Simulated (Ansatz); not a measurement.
# Mg2ZnS3: the cost of one run

Computed with Ansatz 0.2.0 (DFT PBE, scalar-relativistic, plane waves, PAW, unless a step names another level, unless a step's input says otherwise).

1 further run of the same task is left out (it didn't finish).

### Step 1. The structure to begin with

The structure is orthorhombic, space group Cmc2_1 (No. 36). The conventional cell has a = 11.955 Å, b = 6.901 Å, c = 6.434 Å, α = 90.00°, β = 90.00°, γ = 90.00°. Around Mg (site symmetry 1) lie 4 S at 2.46 to 2.47 Å. Around Zn (site symmetry m) lie 4 S at 2.36 to 2.37 Å. Around S (site symmetry m) lie 2 Zn at 2.36 to 2.37 Å and 2 Mg at 2.46 Å. Around S (site symmetry 1) lie 1 Zn at 2.37 Å and 3 Mg at 2.46 to 2.47 Å.

Structure file:

```xyz
12
Lattice="5.9777 -3.4503 0.0000 5.9777 3.4503 0.0000 0.0000 0.0000 6.4342" Properties=species:S:1:pos:R:3 pbc="T T T"
Mg    4.0042    1.1639    3.2412
Mg    7.9512    1.1639    3.2412
Mg    7.9512   -1.1639    0.0241
Mg    4.0042   -1.1639    0.0241
Zn    5.9777   -2.3231    3.2482
Zn    5.9777    2.3231    0.0311
S     5.9777    2.3749    2.4002
S     4.0462   -1.1838    2.4921
S     7.9092   -1.1838    2.4921
S     5.9777   -2.3749    5.6172
S     4.0462    1.1838    5.7092
S     7.9092    1.1838    5.7092
```

It came out lowest among 26 distinct ends of the trial cells. At a tolerance of 0.02 Å it has space group Cmc2_1 (No. 36).

### Step 2. A stricter relaxation, on the response runs' mesh and smearing

The input, input.yaml:

```yaml
crystal:
  lattice:
    - [5.9776987887, -3.4503436405, 0.0]
    - [5.9776987887, 3.4503436405, 0.0]
    - [0.0, 0.0, 6.4341823743]
  atoms:
    - { symbol: Mg, position: [0.16626746, 0.5035823208, 0.5037402881] }
    - { symbol: Mg, position: [0.4964176792, 0.83373254, 0.5037402881] }
    - { symbol: Mg, position: [0.83373254, 0.4964176792, 0.0037402881] }
    - { symbol: Mg, position: [0.5035823208, 0.16626746, 0.0037402881] }
    - { symbol: Zn, position: [0.8366423977, 0.1633576023, 0.5048388059] }
    - { symbol: Zn, position: [0.1633576023, 0.8366423977, 0.0048388059] }
    - { symbol: S, position: [0.1558518041, 0.8441481959, 0.3730323116] }
    - { symbol: S, position: [0.5099844493, 0.1668961334, 0.3873241531] }
    - { symbol: S, position: [0.8331038666, 0.4900155507, 0.3873241531] }
    - { symbol: S, position: [0.8441481959, 0.1558518041, 0.8730323116] }
    - { symbol: S, position: [0.1668961334, 0.5099844493, 0.8873241531] }
    - { symbol: S, position: [0.4900155507, 0.8331038666, 0.8873241531] }
basis:
  ecutwfc: 420
kpoints:
  mp_grid: { grid: [4, 4, 4] }
hamiltonian:
  xc: pbe
scf:
  occupations: { method: fixed }
output:
  forces: true
  stress: true
  eigenvalues: true
relax:
  adjacent_minimum: "off"
  f_tol: 0.001
  max_steps: 60
  cell: { stress_tol: 0.01 }
```

The run is started by

```sh
$ ansatz run input.yaml --threads 3 --pin off --max-ram 7680MiB --backend cpu --events-out ev --progress --plain --runs-dir out
```

Q: Estimate wall time and peak memory on 3 threads of Intel Xeon Platinum 8375C at 2.90GHz (Ice Lake), shared host.

About 32 s, with a peak of 0.74 GiB.
